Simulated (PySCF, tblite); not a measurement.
# C₅H₁₀BCl: geometry, infrared bands and NMR shifts

Wanted: the infrared bands and NMR shifts of C₅H₁₀BCl (`B/C=C/[C@@H](C)CCl`), by calculation.

Programs: tblite 0.8.0 and PySCF 2.14.0, with density-fitted response routines of our own. Each step states its level of theory. These are calculated values for one molecule in the gas phase, unless marked as measured. Atoms count from 0, in the outputs and in this text.

## 1. The starting structure

17 atoms, charge 0, multiplicity 1; geometry from: force field or distance geometry start.

Bonds of the start (Å): B0–C1 1.58, C1–C2 1.32, C2–C3 1.52, C3–C4 1.52, C3–C5 1.54, C5–Cl6 1.78, B0–H7 1.18, B0–H8 1.18, C1–H9 1.10, C2–H10 1.09, C3–H11 1.13, C4–H12 1.11, C4–H13 1.11, C4–H14 1.11, C5–H15 1.11, C5–H16 1.11.

## 2. Relaxing the molecule with GFN2-xTB

What the job is given:

```
{"job": {"kind": "relax", "xc": "GFN2-xTB", "basis": "xTB"}, "charge": 0, "multiplicity": 1}
B      3.003000    -0.756500     0.296300
C      1.459300    -0.616200     0.595900
C      0.636600    -0.034200    -0.256100
C     -0.850400     0.112100     0.021400
C     -1.218700     1.586500     0.125900
C     -1.680200    -0.590600    -1.065300
Cl    -1.396900    -2.350300    -1.056700
H      3.451300    -0.328400    -0.707000
H      3.712200    -1.283000     1.079400
H      1.091500    -1.024500     1.548700
H      1.005300     0.370600    -1.197500
H     -1.105600    -0.368000     1.009400
H     -1.020600     2.104000    -0.836000
H     -0.620600     2.080000     0.916300
H     -2.297800     1.710700     0.368600
H     -2.761100    -0.415800    -0.873800
H     -1.414200    -0.184400    -2.062500
```

The run is started by

```
$ OMP_NUM_THREADS=1 python probes_run.py task.json out
```

One launch serves the whole session: the jobs run in the order shown.

**Question.** This job is followed by: GFN2-xTB harmonic vibrations, gas phase; GIAO PBE0/pcSseg-1 NMR shielding, non-relativistic, gas phase. What will the session give for the following? strongest single infrared mode (GFN2-xTB); zero-point energy (GFN2-xTB); ¹³C shifts against TMS (PBE0/pcSseg-1); ¹H shifts against TMS (PBE0/pcSseg-1, means over atoms taken as alike); ¹¹B shifts against BF3·OEt2 (PBE0/pcSseg-1); ³⁵Cl shifts against HCl (PBE0/pcSseg-1); surface potential, 1st and 99th percentile.

**Answer**, as computed:

```
                                                              quantity                                         value
                             strongest single infrared mode (GFN2-xTB)                         2670 cm⁻¹, 144 km/mol
                                          zero-point energy (GFN2-xTB)                                 85.2 kcal/mol
                                ¹³C shifts against TMS (PBE0/pcSseg-1)            184.0, 147.7, 54.6, 51.2, 20.6 ppm
¹H shifts against TMS (PBE0/pcSseg-1, means over atoms taken as alike)  7.37, 6.94, 6.83, 3.63, 3.33, 2.54, 1.15 ppm
                           ¹¹B shifts against BF3·OEt2 (PBE0/pcSseg-1)                                      71.8 ppm
                               ³⁵Cl shifts against HCl (PBE0/pcSseg-1)                                       100 ppm
                                 surface potential, 1st and 99th percentile                            -0.82 V and 1.16 V
```

In words: Over 35 steps the energy fell by 0.128 eV; of the close pairs, B0–C1 changed most, 1.579 to 1.539 Å. No mode is imaginary among the 45: a minimum at this level. The strongest single mode, at 2670 cm⁻¹, moves mainly H8 and H7. GFN2-xTB is a fitted tight-binding method: band positions and strengths are rough. Its intensities can rank the bands wrongly. At PBE0/pcSseg-1: The largest span, 370 ppm, is at Cl6, where the paramagnetic term is -297 ppm. At PBE0/pcSseg-1, counted by nearest atom on the grid, the HOMO lies on C1 38 %; C2 27 %, the LUMO on B0 37 %; C2 25 %.
